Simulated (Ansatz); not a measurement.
# Ti4Ru: a closer look at a trial structure

The task, for Ti4Ru: see whether it has a gap, which orbitals make up the states near it and how charge is shared.

Program: Ansatz 0.2.0. Level of theory: DFT PBE, scalar-relativistic, plane waves, PAW. These are calculated values, not measurements.

**1. The structure to begin with**

Symmetry: P6/mmm, No. 191, hexagonal system. Conventional cell: a = 5.410 Å, b = 5.410 Å, c = 4.318 Å, α = 90.00°, β = 90.00°, γ = 120.00°. Ti (site symmetry 6/mmm) has 2 Ru at 2.16 Å as nearest neighbours. Around Ti (site symmetry mmm) lie 6 Ti at 2.71 Å. Around Ru (site symmetry 6/mmm) lie 2 Ti at 2.16 Å.

Coordinates:

```
Ti Ru
1.0
     5.41002    0.00000    0.00000
    -2.70501    4.68521    0.00000
     0.00000    0.00000    4.31780
Ti Ru
4 1
Direct
  0.00000 0.00000 0.50000
  0.50000 0.00000 0.50000
  0.00000 0.50000 0.50000
  0.50000 0.50000 0.50000
  0.00000 0.00000 0.00000
```

The cell was relaxed beforehand at this level, from a generated guess; it needn't be the stable form of this composition. At a tolerance of 0.05 Å it has space group P6/mmm (No. 191); it has 21.89 Å³/atom, an uncorrected energy of +1.06 eV/atom over the elements.

**2. Electronic structure at the relaxed geometry**

input.yaml

```yaml
crystal:
  lattice:
    - [5.4100202364, 0.0, 0.0]
    - [-2.7050101182, 4.6852149597, 0.0]
    - [0.0, 0.0, 4.3177958579]
  atoms:
    - { symbol: Ti, position: [0.0, 0.0, 0.5] }
    - { symbol: Ti, position: [0.5, 0.0, 0.5] }
    - { symbol: Ti, position: [0.0, 0.5, 0.5] }
    - { symbol: Ti, position: [0.5, 0.5, 0.5] }
    - { symbol: Ru, position: [0.0, 0.0, 0.0] }
basis:
  ecutwfc: 420
kpoints:
  mp_grid: { grid: [12, 12, 10] }
  band_path:
    path:
      - [[0.0, 0.0, 0.0], [0.5, 0.0, 0.0], [0.33333333, 0.33333333, 0.0], [0.0, 0.0, 0.0], [0.0, 0.0, 0.5], [0.5, 0.0, 0.5], [0.33333333, 0.33333333, 0.5], [0.0, 0.0, 0.5]]
      - [[0.5, 0.0, 0.5], [0.5, 0.0, 0.0]]
      - [[0.33333333, 0.33333333, 0.5], [0.33333333, 0.33333333, 0.0]]
    npoints: 14
hamiltonian:
  xc: pbe
scf:
  occupations: { method: gaussian, width: 0.1 }
  n_extra_bands: 12
output:
  forces: true
  stress: true
  eigenvalues: true
  populations: true
  dos: { projected: true, de: 0.02, nscf_kmesh: { grid: [15, 15, 12] } }
  bader: true
  write_density: true
  write_potential: true
  elf: true
  volumetric_format: npy
```

On the command line:

```
$ ansatz run input.yaml --threads 1 --pin off --max-ram 2560MiB --backend cpu --events-out ev --progress --plain --runs-dir out
```

Standard output, shortened:

```text
Warning: RAYON_NUM_THREADS=1 ignored (pool sized by the plan → 1); use --threads N
scf.n_extra_bands = 12 over 32 filled bands (N_el = 64.0): the run solves 44 bands
[...]
Pseudopotentials: kind: paw
Pseudopotential: Ti, paw, valence charge 12, recommended cutoff 420 eV (normal), Ti.paw.azcp
Pseudopotential: Ru, paw, valence charge 16, recommended cutoff 420 eV (normal), Ru.paw.azcp
Functional definition: PBE
[...]
Crystal: 5 atoms, lattice volume = 109.444 Å³
Basis set: ecut = 420 eV, 2109 PW (Γ), exchange–correlation on 80×80×60 points (8 copies of the dense FFT grid, shifted against one another)
Bands: 44, of which v1, the nominal top of the filled ones, is band 32 counted from 1 (31 counted from 0)
Symmetry: 24 space group operations
Space group: P6/mmm (ITA 191), of the structure as read, at distance tolerance 4.8e-5 Å
k-points: 114 of 1440
[...]
SCF iter   1: F=—  HF=-15872.116478 eV  |F-HF|=—  |Δ(HF+E_count)|=         —  Δρ=1.14e-2  dr2=1.77e-1  ethr=1.77e-3  ⟨swp⟩=4.2  Hψ=16541  notcnv=0
[...]
SCF iter   8: F=-15872.091104 eV  HF=-15872.091104 eV  |F-HF|=3.21e-9  |Δ(HF+E_count)|=   1.98e-7  Δρ=5.28e-6  dr2=3.33e-8  ethr=1.56e-10  ⟨swp⟩=13.0  Hψ=30625  notcnv=0
[...]
NSCF: frozen V_eff on 129 k-points
NSCF: frozen V_eff on 189 k-points
SCF converged after 8 iterations
Free energy (F): -15872.091104 eV
[...]
E sigma→0 (E₀):  -15872.072070 eV
Entropy (-TS):   -0.038068 eV (-7.614 meV/atom)
Fermi energy:    10.223620 eV
[...]
--- Forces (eV/Å), atoms counted from 1 ---
  atom   1  Ti     0.00000000    -0.00000000     0.00000000
  atom   2  Ti     0.00000000     0.00000000     0.00000000
  atom   3  Ti    -0.00000000    -0.00000000     0.00000000
  atom   4  Ti     0.00000000     0.00000000     0.00000000
  atom   5  Ru     0.00000000    -0.00000000     0.00000000
[...]
--- Stress (GPa, compression-positive) ---
        0.000326      -0.000000       0.000000
       -0.000000       0.000326      -0.000000
        0.000000      -0.000000       0.014105
  P = ⅓ Tr σ = 0.0049 GPa (0.049 kbar)
--- Band table (eV; the first three rows and the last of 114) ---
[...]
--- Löwdin populations: 5 sites ---
  site symbol       q [e]
     0     Ti     11.9462
     1     Ti     11.7472
     2     Ti     11.7472
     3     Ti     11.7472
     4     Ru     16.3422
  spilling = 0.007346 (of n_electrons = 64.000000)
--- Bader charges: 5 sites ---
  site symbol  charge [e]  shift [e]
     0     Ti      0.1288     0.0029
     1     Ti      0.3590     0.0002
     2     Ti      0.3590     0.0002
     3     Ti      0.3590     0.0002
     4     Ru     -1.2059     0.0024
  estimated error of the sums over rays = 4.2e-4 e
```

Wall time 2.1 min (1 thread of Intel Xeon at 2.70GHz, shared host); peak memory 0.85 GiB.

By site:

| atom | Löwdin electrons | Bader charge (e) | Bader volume (Å³) |
| --- | --- | --- | --- |
| Ti1 | 11.95 | +0.13 | 15.1 |
| Ti2 | 11.75 | +0.36 | 20.2 |
| Ti3 | 11.75 | +0.36 | 20.2 |
| Ti4 | 11.75 | +0.36 | 20.2 |
| Ru5 | 16.34 | -1.21 | 33.7 |

The Löwdin counts miss 0.47 of the 64 electrons, which the atomic orbitals do not span, so they are no charges.

From bands.tsv, the levels nearest the Fermi level at the path's corners, in eV from the Fermi level:

```
point  band 29  band 30  band 31  band 32  band 33  band 34  band 35  band 36
    Γ    -0.57    -0.43    -0.43     1.10     1.10     1.17     1.17     1.72
    M    -0.47    -0.44    -0.20    -0.11     0.27     0.32     0.49     0.55
    K    -0.26    -0.18    -0.18     0.10     0.24     0.24     0.40     0.40
    Γ    -0.57    -0.43    -0.43     1.10     1.10     1.17     1.17     1.72
    A    -1.38    -1.08    -0.83    -0.83    -0.31     0.94     1.14     1.14
    L    -0.91    -0.46    -0.39    -0.20     0.24     0.24     0.48     0.89
    H    -0.64    -0.64    -0.47    -0.23    -0.01    -0.01     0.64     0.64
    A    -1.38    -1.08    -0.83    -0.83    -0.31     0.94     1.14     1.14
    L    -0.91    -0.46    -0.39    -0.20     0.24     0.24     0.48     0.89
    M    -0.47    -0.44    -0.20    -0.11     0.27     0.32     0.49     0.55
    H    -0.64    -0.64    -0.47    -0.23    -0.01    -0.01     0.64     0.64
    K    -0.26    -0.18    -0.18     0.10     0.24     0.24     0.40     0.40
```

States per cell in windows of 1 eV, from dos.tsv and pdos.tsv (zero at the Fermi level):

```csv
from,to,total,Ti 4s,Ti 3d,Ru 4d
-5,-4,0.48,0.34,0.02,0.01
-4,-3,3.35,0.76,0.89,1.46
-3,-2,5.01,0.96,1.74,1.99
-2,-1,6.43,0.57,3.53,1.79
-1,0,8.66,0.44,5.62,2.13
0,1,6.69,0.45,5.31,0.61
1,2,9.25,0.56,7.65,0.56
```

The solved bands begin to run out at 2.3 eV, so nothing above is shown.

Below -5 eV lie 40 or so more states.

Density in a lattice plane of the grid's cell (edges 5.41 and 4.32 Å, at 0.000 of the third edge), which holds Ti and Ru.

Ten even steps from ' ' (0.04 e/Å³) to '@' (10.35 e/Å³):
```
%%%%++::                                  ::++%%
++==--..                                  ..--==
::....                                      ....
                                                
....                                          ..
==--::              ..--==--..              ::--
%%##==..          ..==##%%##==..          ..==##
@@@@**::          ::**@@@@@@**::          ::**@@
%%##==..          ..==##%%##==..          ..==##
==--::              ..--==--..              ::--
....                                          ..
                                                
::....                                      ....
++==--..                                  ..--==
%%%%++::                                  ::++%%
@@@@##--..                              ..--##@@
```
Columns run along the first of these edges and rows up along the second, over one cell in 24 and 16 even steps from the bottom left corner. Atoms in the plane (fractional): Ti at (0.00, 0.50), Ti at (0.50, 0.50), Ru at (0.00, 0.00).

ELF in the same plane.

Ten even steps from '0' (0.00) to '9' (0.67):
```
689853344432223444335898
998633455421112455433689
876444565210001256544467
443345653101110135654334
543235642135653124653234
887423432489998423432478
358732323786368732323785
027832324772027742323872
358732323786368732323785
887423432489998423432478
543235642135653124653234
443345653101110135654334
876444565210001256544467
998633455421112455433689
689853344432223444335898
259963334433233443336995
```
Columns run along the first of these edges and rows up along the second, over one cell in 24 and 16 even steps from the bottom left corner. Atoms in the plane (fractional): Ti at (0.00, 0.50), Ti at (0.50, 0.50), Ru at (0.00, 0.00).

Both are smooth fields of the valence electrons: close to the nuclei they are not physical.

Outside the cores ELF peaks at 0.54 between the atoms, 1.7 Å from Ti.

**3. Changing settings: hubbard.sites [{species: Ti, l: d, u_eff: 2.0}], hubbard.double_counting amf**

input.yaml

```yaml
crystal:
  lattice:
    - [5.4100202364, 0.0, 0.0]
    - [-2.7050101182, 4.6852149597, 0.0]
    - [0.0, 0.0, 4.3177958579]
  atoms:
    - { symbol: Ti, position: [0.0, 0.0, 0.5] }
    - { symbol: Ti, position: [0.5, 0.0, 0.5] }
    - { symbol: Ti, position: [0.0, 0.5, 0.5] }
    - { symbol: Ti, position: [0.5, 0.5, 0.5] }
    - { symbol: Ru, position: [0.0, 0.0, 0.0] }
basis:
  ecutwfc: 420
kpoints:
  mp_grid: { grid: [12, 12, 10] }
hamiltonian:
  xc: pbe
  hubbard: { sites: [{ species: Ti, l: d, u_eff: 2.0 }], double_counting: amf }
scf:
  occupations: { method: gaussian, width: 0.1 }
output:
  forces: true
  eigenvalues: true
  stress: true
```

On the command line:

```
$ ansatz run input.yaml --threads 1 --pin off --max-ram 2560MiB --backend cpu --events-out ev --progress --plain --runs-dir out
```

Standard output, shortened:

```text
Warning: RAYON_NUM_THREADS=1 ignored (pool sized by the plan → 1); use --threads N
Ti: projections on atomic orbitals take those of the free atom [Ne] 3s2 3p6 3d2 4s2, of charge +0.00 (hamiltonian.pseudopotentials.projection_atoms); the dataset's partial waves leave at most 4.1e-7 of an orbital's norm unspanned inside its sphere
Ru: projections on atomic orbitals take those of the free atom [Ar 3d10] 4s2 4p6 4d7 5s1, of charge +0.00 (hamiltonian.pseudopotentials.projection_atoms); the dataset's partial waves leave at most 8.1e-6 of an orbital's norm unspanned inside its sphere
[...]
[... 4 set-up lines as earlier in the session ...]
[...]
Crystal: 5 atoms, lattice volume = 109.444 Å³
[...]
SCF iter  14: F=-15872.274434 eV  HF=-15872.274434 eV  |F-HF|=1.54e-8  |Δ(HF+E_count)|=   7.61e-9  Δρ=3.18e-6  dr2=1.84e-8  ethr=1.56e-10  ⟨swp⟩=3.1  Hψ=16181  notcnv=0
[...]
SCF converged after 14 iterations
Free energy (F): -15872.274434 eV
[...]
E sigma→0 (E₀):  -15872.254989 eV
Entropy (-TS):   -0.038891 eV (-7.778 meV/atom)
Fermi energy:    10.255263 eV
[...]
DFT+U double counting: amf (around mean field; hamiltonian.hubbard.double_counting)
--- Forces (eV/Å), atoms counted from 1 ---
  atom   1  Ti     0.00000000    -0.00000000     0.00000000
  atom   2  Ti     0.00000000     0.00000000     0.00000000
  atom   3  Ti     0.00000000    -0.00000000     0.00000000
  atom   4  Ti    -0.00000000     0.00000000     0.00000000
  atom   5  Ru     0.00000000     0.00000000     0.00000000
[...]
--- Stress (GPa, compression-positive) ---
        0.312522      -0.000000       0.000000
       -0.000000       0.312522      -0.000000
        0.000000      -0.000000      -0.086779
  P = ⅓ Tr σ = 0.1794 GPa (1.794 kbar)
--- Band table (eV; the first three rows and the last of 114) ---
[...]
Occupation matrices written to <dir>
```

Run time: 58 s. Hardware: 1 thread of Intel Xeon at 2.70GHz, shared host; peak memory 1 GiB.

| run | ending | energy change | pressure (GPa) | gap (eV) | force (eV/Å) | cycles | time |
| --- | --- | --- | --- | --- | --- | --- | --- |
| step 2 | converged | 0 | 0.0 | 0.00 | 0.00 | 8 | 2.1 min |
| variant | converged | -36.7 meV/atom (U changed: no physical gain or loss) | 0.2 | 0.00 | 0.00 | 14 | 58 s |

Changing the Hubbard U moves the energy by -36.7 meV/atom. The U term adds an energy of its own, so the shift says nothing about which run is better.

**4. Outcome**

| quantity | value |
| --- | --- |
| gap | none (metal) |
| states at the Fermi level | 8.82 per eV per cell |
| Bader charges | Ti +0.13 to +0.36, Ru -1.21 e |

**Reading.** Bands cross the Fermi level: a metal at this level of theory. Of the projected weight within 0.25 eV of the Fermi level, the largest part is Ti 3d (78 %). Charge transfer between the atoms is strong (Bader charges up to 1.2 e).
